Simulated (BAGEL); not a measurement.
# triplet BSiPH5F: levels of theory compared

We compute a comparison of 5 runs (UHF/STO-3G, UHF/3-21G, ROHF/6-31G*, ROHF/cc-pVDZ, UHF/cc-pVDZ) of triplet BSiPH5F. 

The results are computed with BAGEL 1.2.2.

### 1 The structure to begin with

BSiPH5F has 9 atoms, charge 0, and is taken as a triplet. As SMILES of the parent species, `BP[SiH2]F`. The shape is that of a GFN2-xTB optimisation. This is one conformer, not always the lowest. That shape belongs to the parent species and isn't relaxed for this state.

Bond lengths: B1–P2 1.829 Å, P2–Si3 2.222 Å, Si3–F4 1.615 Å, B1–H5 1.168 Å, B1–H6 1.170 Å, P2–H7 1.380 Å, Si3–H8 1.453 Å, Si3–H9 1.454 Å. Some angles: B1–P2–Si3 106.7°, P2–Si3–F4 113.5°, B1–P2–H7 104.1°, Si3–P2–H7 100.8°, P2–B1–H5 120.8°, P2–B1–H6 118.2°, P2–Si3–H8 110.4°, P2–Si3–H9 108.8°, F4–Si3–H8 103.8°, F4–Si3–H9 103.4°.

### 2 The energy at UHF/STO-3G (density fitting with qzvpp-jkfit) (run 1)

job.json

```json
{ "bagel": [

{
  "title": "molecule",
  "basis": "sto-3g",
  "df_basis": "qzvpp-jkfit",
  "angstrom": true,
  "geometry": [
    { "atom": "B", "xyz": [      -0.532970,       1.197230,      -1.244430 ] },
    { "atom": "P", "xyz": [       0.725730,       0.892030,       0.046950 ] },
    { "atom": "Si", "xyz": [       0.085200,      -0.931350,       1.143990 ] },
    { "atom": "F", "xyz": [      -0.286140,      -2.169000,       0.174410 ] },
    { "atom": "H", "xyz": [      -0.216340,       1.421910,      -2.346040 ] },
    { "atom": "H", "xyz": [      -1.651250,       1.296760,      -0.913980 ] },
    { "atom": "H", "xyz": [       1.812790,       0.404740,      -0.650580 ] },
    { "atom": "H", "xyz": [      -1.146650,      -0.678830,       1.872860 ] },
    { "atom": "H", "xyz": [       1.209620,      -1.433490,       1.916820 ] }
  ]
},

{
  "title": "uhf",
  "nopen": 2
},

{
  "title": "print",
  "file": "orbitals.molden",
  "orbitals": true
}

]}
```

On the command line:

```sh
$ BAGEL_NUM_THREADS=1 BAGEL job.json > job.out
```

Standard output:

```text
* using 1 threads per process

  ===============================================================
  ===============================================================

  *** Geometry ***

  { "atom" : "B", "xyz" : [     -1.007167,      2.262437,     -2.351632 ] },
  { "atom" : "P", "xyz" : [      1.371431,      1.685692,      0.088723 ] },
  { "atom" : "Si", "xyz" : [      0.161005,     -1.759996,      2.161828 ] },
  { "atom" : "F", "xyz" : [     -0.540726,     -4.098816,      0.329587 ] },
  { "atom" : "H", "xyz" : [     -0.408823,      2.687020,     -4.433373 ] },
  { "atom" : "H", "xyz" : [     -3.120410,      2.450521,     -1.727172 ] },
  { "atom" : "H", "xyz" : [      3.425677,      0.764848,     -1.229418 ] },
  { "atom" : "H", "xyz" : [     -2.166854,     -1.282803,      3.539192 ] },
  { "atom" : "H", "xyz" : [      2.285851,     -2.708904,      3.622265 ] },

  Number of auxiliary basis functions:      498

  Since a DF basis is specified, we compute 2- and 3-index integrals:
    o Being stored without compression. Storage requirement is 0.004 GB

  Number of basis functions:       33
  Number of electrons      :       48

    * METHOD: MOLECULE                             0.15

  *** Open-shell HF ***

  === Nuclear Repulsion ===
   202.8407729373

      * DIIS with orbital gradients will be used.

  === UHF iteration (sto-3g) ===
      0       -747.58727668          0.02730448           0.04
      1       -747.68872690          0.00634567           0.04
      2       -747.69663883          0.00226622           0.04
      3       -747.69805713          0.00101555           0.04
      4       -747.69873965          0.00040590           0.04
      5       -747.69891866          0.00021792           0.04
      6       -747.69897656          0.00009049           0.04
      7       -747.69898462          0.00003731           0.04
      8       -747.69898656          0.00001586           0.04
      9       -747.69898715          0.00000267           0.04
     10       -747.69898719          0.00000120           0.04
     11       -747.69898720          0.00000059           0.04
     12       -747.69898720          0.00000021           0.04
     13       -747.69898720          0.00000007           0.04
     14       -747.69898720          0.00000003           0.04
     15       -747.69898720          0.00000002           0.04
     16       -747.69898720          0.00000001           0.04
    * SCF iteration converged.

    * S^2 (UHF) is 2.0131

    * Permanent dipole moment:
           (   -1.573145,     0.283545,    -1.912980) a.u.

    * METHOD: UHF                                  0.71

    * METHOD: PRINT                                0.00

  ===============================================================
```

Wall time 0.98 s (1 thread of Arm Neoverse V2, shared host).

### 3 A single-point energy at UHF/3-21G (density fitting with qzvpp-jkfit) (run 2)

calc.json

```json
{ "bagel" : [

{
  "title" : "molecule",
  "basis" : "3-21g",
  "df_basis" : "qzvpp-jkfit",
  "angstrom" : true,
  "geometry" : [
    { "atom" : "B", "xyz" : [      -0.532970,       1.197230,      -1.244430 ] },
    { "atom" : "P", "xyz" : [       0.725730,       0.892030,       0.046950 ] },
    { "atom" : "Si", "xyz" : [       0.085200,      -0.931350,       1.143990 ] },
    { "atom" : "F", "xyz" : [      -0.286140,      -2.169000,       0.174410 ] },
    { "atom" : "H", "xyz" : [      -0.216340,       1.421910,      -2.346040 ] },
    { "atom" : "H", "xyz" : [      -1.651250,       1.296760,      -0.913980 ] },
    { "atom" : "H", "xyz" : [       1.812790,       0.404740,      -0.650580 ] },
    { "atom" : "H", "xyz" : [      -1.146650,      -0.678830,       1.872860 ] },
    { "atom" : "H", "xyz" : [       1.209620,      -1.433490,       1.916820 ] }
  ]
},

{
  "title" : "uhf",
  "nopen" : 2
},

{
  "title" : "print",
  "file" : "orbitals.molden",
  "orbitals" : true
}

]}
```

On the command line:

```sh
$ BAGEL_NUM_THREADS=1 BAGEL calc.json > calc.out
```

Standard output:

```text
* using 1 threads per process

  ===============================================================
  ===============================================================

  *** Geometry ***

  { "atom" : "B", "xyz" : [     -1.007167,      2.262437,     -2.351632 ] },
  { "atom" : "P", "xyz" : [      1.371431,      1.685692,      0.088723 ] },
  { "atom" : "Si", "xyz" : [      0.161005,     -1.759996,      2.161828 ] },
  { "atom" : "F", "xyz" : [     -0.540726,     -4.098816,      0.329587 ] },
  { "atom" : "H", "xyz" : [     -0.408823,      2.687020,     -4.433373 ] },
  { "atom" : "H", "xyz" : [     -3.120410,      2.450521,     -1.727172 ] },
  { "atom" : "H", "xyz" : [      3.425677,      0.764848,     -1.229418 ] },
  { "atom" : "H", "xyz" : [     -2.166854,     -1.282803,      3.539192 ] },
  { "atom" : "H", "xyz" : [      2.285851,     -2.708904,      3.622265 ] },

  Number of auxiliary basis functions:      498

  Since a DF basis is specified, we compute 2- and 3-index integrals:
    o Being stored without compression. Storage requirement is 0.012 GB

  Number of basis functions:       54
  Number of electrons      :       48

    * METHOD: MOLECULE                             0.16

  *** Open-shell HF ***

  === Nuclear Repulsion ===
   202.8407729373

      * DIIS with orbital gradients will be used.

  === UHF iteration (3-21g) ===
      0       -752.47650268          0.04057580           0.06
      1       -752.58557987          0.02341103           0.06
      2       -752.60931878          0.01385168           0.06
      3       -752.61979508          0.00132784           0.06
      4       -752.62058836          0.00057962           0.06
      5       -752.62082463          0.00034784           0.06
      6       -752.62095595          0.00018042           0.06
      7       -752.62098624          0.00011870           0.06
      8       -752.62100376          0.00004595           0.06
      9       -752.62100584          0.00002318           0.06
     10       -752.62100646          0.00000923           0.06
     11       -752.62100659          0.00000293           0.06
     12       -752.62100661          0.00000148           0.06
     13       -752.62100662          0.00000076           0.06
     14       -752.62100662          0.00000047           0.06
     15       -752.62100662          0.00000029           0.06
     16       -752.62100662          0.00000019           0.06
     17       -752.62100662          0.00000010           0.06
     18       -752.62100662          0.00000005           0.06
     19       -752.62100662          0.00000003           0.06
     20       -752.62100662          0.00000001           0.06
     21       -752.62100662          0.00000001           0.06
    * SCF iteration converged.

    * S^2 (UHF) is 2.0128

    * Permanent dipole moment:
           (   -1.422792,    -0.012916,    -1.854150) a.u.

    * METHOD: UHF                                  1.51

    * METHOD: PRINT                                0.01

  ===============================================================
```

It took 1.8 s on 1 thread of Arm Neoverse V2, shared host.

Runs 3 to 4 aren't shown in full; the table further down has their settings and results.

### 4 The energy at UHF/cc-pVDZ (density fitting with qzvpp-jkfit) (run 5)

input.json

```json
{ "bagel": [

{
  "title": "molecule",
  "basis": "cc-pvdz.json",
  "df_basis": "qzvpp-jkfit",
  "angstrom": true,
  "geometry": [
    { "atom": "B", "xyz": [      -0.532970,       1.197230,      -1.244430 ] },
    { "atom": "P", "xyz": [       0.725730,       0.892030,       0.046950 ] },
    { "atom": "Si", "xyz": [       0.085200,      -0.931350,       1.143990 ] },
    { "atom": "F", "xyz": [      -0.286140,      -2.169000,       0.174410 ] },
    { "atom": "H", "xyz": [      -0.216340,       1.421910,      -2.346040 ] },
    { "atom": "H", "xyz": [      -1.651250,       1.296760,      -0.913980 ] },
    { "atom": "H", "xyz": [       1.812790,       0.404740,      -0.650580 ] },
    { "atom": "H", "xyz": [      -1.146650,      -0.678830,       1.872860 ] },
    { "atom": "H", "xyz": [       1.209620,      -1.433490,       1.916820 ] }
  ]
},

{
  "title": "uhf",
  "charge": 0,
  "nopen": 2
},

{
  "title": "print",
  "file": "orbitals.molden",
  "orbitals": true
}

]}
```

The basis set cc-pVDZ is read from a file made from the Basis Set Exchange's data (not shown).

On the command line:

```sh
$ BAGEL_NUM_THREADS=1 BAGEL input.json > input.out
```

Standard output:

```text
* using 1 threads per process

  ===============================================================
  ===============================================================

  *** Geometry ***

  { "atom" : "B", "xyz" : [     -1.007167,      2.262437,     -2.351632 ] },
  { "atom" : "P", "xyz" : [      1.371431,      1.685692,      0.088723 ] },
  { "atom" : "Si", "xyz" : [      0.161005,     -1.759996,      2.161828 ] },
  { "atom" : "F", "xyz" : [     -0.540726,     -4.098816,      0.329587 ] },
  { "atom" : "H", "xyz" : [     -0.408823,      2.687020,     -4.433373 ] },
  { "atom" : "H", "xyz" : [     -3.120410,      2.450521,     -1.727172 ] },
  { "atom" : "H", "xyz" : [      3.425677,      0.764848,     -1.229418 ] },
  { "atom" : "H", "xyz" : [     -2.166854,     -1.282803,      3.539192 ] },
  { "atom" : "H", "xyz" : [      2.285851,     -2.708904,      3.622265 ] },

  Number of auxiliary basis functions:      498

  Since a DF basis is specified, we compute 2- and 3-index integrals:
    o Being stored without compression. Storage requirement is 0.032 GB

  Number of basis functions:       89
  Number of electrons      :       48

    * METHOD: MOLECULE                             0.21

  *** Open-shell HF ***

  === Nuclear Repulsion ===
   202.8407729373

      * DIIS with orbital gradients will be used.

  === UHF iteration (cc-pvdz.json) ===
      0       -756.35714677          0.03037727           0.12
      1       -756.54091052          0.01681844           0.12
      2       -756.58870458          0.00944955           0.12
      3       -756.61286071          0.00149199           0.12
      4       -756.61415599          0.00059061           0.12
      5       -756.61445937          0.00027748           0.12
      6       -756.61458572          0.00009025           0.12
      7       -756.61460043          0.00004379           0.12
      8       -756.61460374          0.00002460           0.12
      9       -756.61460480          0.00001451           0.12
     10       -756.61460520          0.00000918           0.12
     11       -756.61460535          0.00000577           0.12
     12       -756.61460542          0.00000276           0.12
     13       -756.61460544          0.00000121           0.12
     14       -756.61460544          0.00000064           0.12
     15       -756.61460545          0.00000036           0.12
     16       -756.61460545          0.00000019           0.12
     17       -756.61460545          0.00000013           0.12
     18       -756.61460545          0.00000009           0.12
     19       -756.61460545          0.00000006           0.12
     20       -756.61460545          0.00000004           0.12
     21       -756.61460545          0.00000003           0.12
     22       -756.61460545          0.00000001           0.12
     23       -756.61460545          0.00000001           0.12
    * SCF iteration converged.

    * S^2 (UHF) is 2.0150

    * Permanent dipole moment:
           (   -1.310116,    -0.097699,    -1.604422) a.u.

    * METHOD: UHF                                  3.03

    * METHOD: PRINT                                0.01

  ===============================================================
```

Wall time 3.6 s (1 thread of Arm Neoverse V2, shared host); peak memory 0.13 GiB.

### 5 All runs side by side

| run | level | energy (Eh) | dipole moment (D) | ⟨S²⟩ | wall time |
| --- | --- | --- | --- | --- | --- |
| 1 | UHF/STO-3G (density fitting with qzvpp-jkfit) | -747.698987 | 6.34 | 2.013 | 0.98 s |
| 2 | UHF/3-21G (density fitting with qzvpp-jkfit) | -752.621007 | 5.94 | 2.013 | 1.8 s |
| 3 | ROHF/6-31G* (density fitting with qzvpp-jkfit, spherical functions) | -756.567935 | 5.34 | 2.000 | 2.6 s |
| 4 | ROHF/cc-pVDZ (density fitting with qzvpp-jkfit) | -756.609380 | 5.26 | 2.000 | 3.6 s |
| 5 | UHF/cc-pVDZ (density fitting with qzvpp-jkfit) | -756.614605 | 5.27 | 2.015 | 3.6 s |

### 6 Summary of results

| quantity | value |
| --- | --- |
| run 5: total energy | -756.61461 Eh |
| run 5: dipole moment | 5.27 D |
| run 5: ⟨S²⟩ | 2.015 |

The dipole moment (its size) runs from 5.26 D (ROHF/cc-pVDZ) to 6.34 D (UHF/STO-3G). The two ends differ in method and basis. In run 1 the basis is minimal, so the values are rough. All runs together took 13 s, the longest 3.6 s.
